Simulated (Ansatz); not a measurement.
# CdCl3: a trial structure relaxed

The task: take a trial cell of CdCl3 to zero force and stress.

Method: DFT PBE, scalar-relativistic, plane waves, PAW, in Ansatz 0.2.0.

## 1. The system as given

It takes space group R-3m (No. 166, trigonal). Conventional cell: a = 5.086 Å, b = 5.086 Å, c = 16.791 Å, α = 90.00°, β = 90.00°, γ = 120.00°. Around Cd (site symmetry -3m) lie 8 Cl at 3.51 to 3.67 Å. Cl (site symmetry 3m) has 6 Cl at 3.06 to 3.42 Å and 4 Cd at 3.51 to 3.67 Å in its first shell of neighbours. Cl (site symmetry -3m) is surrounded by 6 Cl at 3.06 Å.

Coordinates:

```
Cd Cl
1.0
     2.54296    1.46818    5.59698
    -2.54296    1.46818    5.59698
     0.00000   -2.93636    5.59698
Cd Cl
1 3
Direct
  0.00000 0.00000 0.00000
  0.21883 0.21883 0.21883
  0.78117 0.78117 0.78117
  0.50000 0.50000 0.50000
```

The cell is invented: random cell by space group and Wyckoff sites (R-3m, No. 166). The dimensions are guesses.

## 2. A first look at the guess

Input file input.yaml:

```yaml
crystal:
  lattice:
    - [2.54295973, 1.46817849, 5.59697863]
    - [-2.54295973, 1.46817849, 5.59697863]
    - [0.0, -2.93635697, 5.59697863]
  atoms:
    - { symbol: Cd, position: [0.0, 0.0, 0.0] }
    - { symbol: Cl, position: [0.21882693, 0.21882693, 0.21882693] }
    - { symbol: Cl, position: [0.78117307, 0.78117307, 0.78117307] }
    - { symbol: Cl, position: [0.5, 0.5, 0.5] }
basis:
  ecutwfc: 420
kpoints:
  mp_grid: { grid: [6, 6, 6] }
hamiltonian:
  xc: pbe
scf:
  occupations: { method: gaussian, width: 0.1 }
  lower_state_search: "off"
output:
  forces: true
  stress: true
  eigenvalues: true
```

On the command line:

```bash
ansatz run input.yaml --threads 1 --pin off --max-ram 2560MiB --backend cpu --events-out ev --progress --plain --runs-dir out
```

The session goes on with these runs: coarse relaxation; full relaxation.

Before running it: what results should come out? Wanted: conventional cell; volume; energy over the elements; gap on the mesh.

As calculated:

| quantity | value |
| --- | --- |
| symmetry at the end (tolerance 0.05 Å) | space group R-3m (No. 166) |
| conventional cell | a = 3.785 Å, b = 3.785 Å, c = 30.626 Å, α = 90.00°, β = 90.00°, γ = 120.00° |
| volume | 31.67 Å³/atom |
| energy over the elements (uncorrected; H, N, O, F and Cl as molecules) | -0.52 eV/atom |
| gap on the mesh | none (metal) |

The space group R-3m (No. 166) is kept, and the volume per atom grows by 1.0 % from the first guess. A negative formation energy is needed for stability but isn't enough; other structures and compounds were not set against it here. No finished test with a distortion of lower symmetry is shown, so the end may be a saddle point. Spin polarisation is off in the runs that give these values; a magnetic solution could lie lower.
